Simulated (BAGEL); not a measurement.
# B3LYP/6-31G(d) (density fitting with cc-pvqz-jkfit, spherical functions) run of CH7BSi2 (SMILES CB1[SiH2][SiH2]1)

Aim: the energy change on altering one bond length of CH7BSi2 at B3LYP/6-31G* (density fitting with cc-pvqz-jkfit, spherical functions), from 2 runs. 

The calculation is run with BAGEL 1.2.2.

1 further run of the same task is left out (set aside as unsound or not needed).

## 1. The system as given

The species is CH7BSi2 (11 atoms), meant as a singlet with charge 0. SMILES: `CB1[SiH2][SiH2]1`. The shape is that of a PBE0-D4/def2-TZVP optimisation.

Bond lengths: C1–B2 1.566 Å, B2–Si3 1.907 Å, B2–Si4 1.907 Å, C1–H5 1.092 Å, C1–H6 1.099 Å, C1–H7 1.092 Å, Si3–H8 1.482 Å, Si3–H9 1.489 Å, Si4–H10 1.489 Å, Si4–H11 1.482 Å. Some angles: C1–B2–Si3 130.2°, C1–B2–Si4 130.2°, Si3–B2–Si4 83.2°, B2–C1–H5 114.1°, B2–C1–H6 106.3°, B2–C1–H7 114.1°, B2–Si3–H8 124.3°, B2–Si3–H9 125.0°, B2–Si4–H10 124.9°, B2–Si4–H11 124.3°. A long bond or contact: Si3–Si4 2.531 Å.

## 2. The energy at B3LYP/6-31G(d) (density fitting with cc-pvqz-jkfit, spherical functions)

The input, calc.json:

```json
{ "bagel": [

{
  "title": "molecule",
  "basis": "6-31gs.json",
  "df_basis": "cc-pvqz-jkfit",
  "angstrom": "true",
  "geometry": [
    { "atom": "C", "xyz": [      -0.263900,       1.793500,       0.099500 ] },
    { "atom": "B", "xyz": [      -0.450600,       0.243000,      -0.016600 ] },
    { "atom": "Si", "xyz": [       0.018800,      -1.148600,       1.199400 ] },
    { "atom": "Si", "xyz": [       0.210300,      -0.982900,      -1.318800 ] },
    { "atom": "H", "xyz": [       0.165600,       2.121800,       1.048800 ] },
    { "atom": "H", "xyz": [      -1.271300,       2.229100,       0.051100 ] },
    { "atom": "H", "xyz": [       0.301000,       2.238000,      -0.723000 ] },
    { "atom": "H", "xyz": [      -0.479200,      -2.541300,       1.107000 ] },
    { "atom": "H", "xyz": [       0.876900,      -0.975400,       2.403900 ] },
    { "atom": "H", "xyz": [       1.239000,      -0.662800,      -2.346600 ] },
    { "atom": "H", "xyz": [      -0.281200,      -2.371200,      -1.484200 ] }
  ]
},

{ "title": "ks", "xc_func": "b3lyp" },

{ "title": "print", "file": "orbitals.molden", "orbitals": "true" }

]}
```

The basis set 6-31G* is read from a file made from the Basis Set Exchange's data (not shown).

The run is started by

```console
BAGEL_NUM_THREADS=1 BAGEL calc.json > calc.out
```

The log of the run:

```text
* using 1 threads per process

  ===============================================================
  ===============================================================

  *** Geometry ***

  { "atom" : "C", "xyz" : [     -0.498699,      3.389224,      0.188028 ] },
  { "atom" : "B", "xyz" : [     -0.851511,      0.459203,     -0.031369 ] },
  { "atom" : "Si", "xyz" : [      0.035527,     -2.170539,      2.266538 ] },
  { "atom" : "Si", "xyz" : [      0.397409,     -1.857412,     -2.492171 ] },
  { "atom" : "H", "xyz" : [      0.312939,      4.009621,      1.981945 ] },
  { "atom" : "H", "xyz" : [     -2.402409,      4.212389,      0.096565 ] },
  { "atom" : "H", "xyz" : [      0.568808,      4.229207,     -1.366272 ] },
  { "atom" : "H", "xyz" : [     -0.905557,     -4.802361,      2.091927 ] },
  { "atom" : "H", "xyz" : [      1.657101,     -1.843239,      4.542713 ] },
  { "atom" : "H", "xyz" : [      2.341371,     -1.252510,     -4.434431 ] },
  { "atom" : "H", "xyz" : [     -0.531391,     -4.480919,     -2.804732 ] },

  Number of auxiliary basis functions:      865

  Since a DF basis is specified, we compute 2- and 3-index integrals:
    o Being stored without compression. Storage requirement is 0.042 GB

  Number of basis functions:       78
  Number of electrons      :       46

    * METHOD: MOLECULE                             0.64

  *** Kohn-Sham DFT ***

    * Removing 20529 points whose weight is below 1.00e-10
    * Grid points: 143437

  === Nuclear Repulsion ===
   181.4764284282

       - DIIS with orbital gradients will be used.

  === KS iteration (b3lyp / 6-31gs.json) ===
      0       -609.82906319          0.14503344           0.53
      1       -589.97659278          0.14449114           0.44
      2       -617.87191612          0.11093335           0.48
      3       -636.71565841          0.10080045           0.50
      4       -643.10551478          0.05943143           0.45
      5       -645.86196768          0.02146999           0.45
      6       -646.03297157          0.00913379           0.44
      7       -646.06528648          0.00597444           0.43
      8       -646.08032736          0.00215617           0.43
      9       -646.08279821          0.00021495           0.44
     10       -646.08282776          0.00008362           0.43
     11       -646.08283178          0.00001190           0.43
     12       -646.08283184          0.00000751           0.44
     13       -646.08283187          0.00000241           0.43
     14       -646.08283187          0.00000051           0.44
     15       -646.08283187          0.00000044           0.43
     16       -646.08283187          0.00000009           0.44
     17       -646.08283187          0.00000003           0.43
     18       -646.08283187          0.00000001           0.43
    * SCF iteration converged.

    * Permanent dipole moment:
           (    0.004952,    -0.129654,    -0.007705) a.u.

    * METHOD: KS                                   9.15

    * METHOD: PRINT                                0.01

  ===============================================================
```

Run time: 10 s. Hardware: 1 thread of Intel Xeon 6975P-C (Granite Rapids), shared host; peak memory 0.55 GiB.

## 3. The distorted shape at the same level

The input, dft.json:

```json
{ "bagel": [

{
  "title": "molecule",
  "basis": "6-31gs.json",
  "df_basis": "cc-pvqz-jkfit",
  "angstrom": true,
  "geometry": [
    { "atom": "C", "xyz": [   -0.950368,    1.654942,   -0.864084 ] },
    { "atom": "B", "xyz": [   -1.137068,    0.104442,   -0.980184 ] },
    { "atom": "Si", "xyz": [   -0.667668,   -1.287158,    0.235816 ] },
    { "atom": "Si", "xyz": [   -0.476168,   -1.121458,   -2.282384 ] },
    { "atom": "H", "xyz": [   -0.520868,    1.983242,    0.085216 ] },
    { "atom": "H", "xyz": [   -1.957768,    2.090542,   -0.912484 ] },
    { "atom": "H", "xyz": [   -0.385468,    2.099442,   -1.686584 ] },
    { "atom": "H", "xyz": [   -1.165668,   -2.679858,    0.143416 ] },
    { "atom": "H", "xyz": [    0.876900,   -0.975400,    2.403900 ] },
    { "atom": "H", "xyz": [    0.552532,   -0.801358,   -3.310184 ] },
    { "atom": "H", "xyz": [   -0.967668,   -2.509758,   -2.447784 ] }
  ]
},
{
  "title": "ks",
  "xc_func": "b3lyp"
},
{
  "title": "print",
  "file": "orbitals.molden",
  "orbitals": true
}

]}
```

The basis set 6-31G* is read from a file made from the Basis Set Exchange's data (not shown).

The run is started by

```console
BAGEL_NUM_THREADS=1 BAGEL dft.json > dft.out
```

The log of the run:

```text
* using 1 threads per process

  ===============================================================
  ===============================================================

  *** Geometry ***

  { "atom" : "C", "xyz" : [     -1.795935,      3.127387,     -1.632882 ] },
  { "atom" : "B", "xyz" : [     -2.148747,      0.197367,     -1.852279 ] },
  { "atom" : "Si", "xyz" : [     -1.261710,     -2.432376,      0.445628 ] },
  { "atom" : "Si", "xyz" : [     -0.899827,     -2.119248,     -4.313081 ] },
  { "atom" : "H", "xyz" : [     -0.984298,      3.747784,      0.161035 ] },
  { "atom" : "H", "xyz" : [     -3.699645,      3.950552,     -1.724345 ] },
  { "atom" : "H", "xyz" : [     -0.728429,      3.967370,     -3.187182 ] },
  { "atom" : "H", "xyz" : [     -2.202793,     -5.064198,      0.271017 ] },
  { "atom" : "H", "xyz" : [      1.657101,     -1.843239,      4.542713 ] },
  { "atom" : "H", "xyz" : [      1.044134,     -1.514347,     -6.255341 ] },
  { "atom" : "H", "xyz" : [     -1.828628,     -4.742755,     -4.625641 ] },

  Number of auxiliary basis functions:      865

  Since a DF basis is specified, we compute 2- and 3-index integrals:
    o Being stored without compression. Storage requirement is 0.042 GB

  Number of basis functions:       78
  Number of electrons      :       46

    * METHOD: MOLECULE                             0.63

  *** Kohn-Sham DFT ***

    * Removing 19801 points whose weight is below 1.00e-10
    * Grid points: 144165

  === Nuclear Repulsion ===
   178.2844660444

       - DIIS with orbital gradients will be used.

  === KS iteration (b3lyp / 6-31gs.json) ===
      0       -609.57850103          0.14360289           0.52
      1       -597.94475580          0.14137123           0.43
      2       -616.24522227          0.11089678           0.45
      3       -638.95390065          0.09319051           0.48
      4       -645.15158415          0.03380403           0.45
      5       -645.58960376          0.02631907           0.45
      6       -645.89838804          0.01002756           0.46
      7       -645.93929765          0.00754515           0.45
      8       -645.96724902          0.00206053           0.45
      9       -645.97030771          0.00120667           0.45
     10       -645.97149885          0.00040750           0.44
     11       -645.97160399          0.00006982           0.44
     12       -645.97160559          0.00003775           0.44
     13       -645.97160650          0.00001104           0.46
     14       -645.97160653          0.00001058           0.44
     15       -645.97160659          0.00000160           0.44
     16       -645.97160660          0.00000099           0.44
     17       -645.97160660          0.00000054           0.45
     18       -645.97160660          0.00000021           0.44
     19       -645.97160660          0.00000007           0.44
     20       -645.97160660          0.00000002           0.44
     21       -645.97160660          0.00000003           0.44
     22       -645.97160660          0.00000000           0.43
    * SCF iteration converged.

    * Permanent dipole moment:
           (    0.384378,    -0.124585,     0.806974) a.u.

    * METHOD: KS                                  10.97

    * METHOD: PRINT                                0.01

  ===============================================================
```

Run time: 12 s. Hardware: 1 thread of Intel Xeon 6975P-C (Granite Rapids), shared host; peak memory 0.56 GiB.

## 4. Results

At B3LYP/6-31G* (density fitting with cc-pvqz-jkfit, spherical functions):

```
                                                          quantity          value
                                         first shape: total energy  -646.08283 Eh
                                        first shape: dipole moment         0.33 D
                                          first shape: HOMO energy       -6.17 eV
                                          first shape: LUMO energy       -1.42 eV
                                        first shape: HOMO–LUMO gap        4.75 eV
                                     distorted shape: total energy  -645.97161 Eh
                                    distorted shape: dipole moment         2.29 D
                                      distorted shape: HOMO energy       -6.38 eV
                                      distorted shape: LUMO energy       -3.07 eV
                                    distorted shape: HOMO–LUMO gap        3.31 eV
energy change with the Si3–H9 bond stretched from 1.489 to 2.680 Å       3.027 eV
```

**Reading.** One bond (distorted shape) is far stretched, which a spin-restricted single reference describes badly; a broken-symmetry solution may lie lower. With the Si3–H9 bond stretched from 1.489 to 2.680 Å the energy rises by 3.03 eV (70 kcal/mol). The first shape isn't relaxed at this level, so the change isn't measured from a minimum. A restricted reference can't describe the breaking bond well at this length.
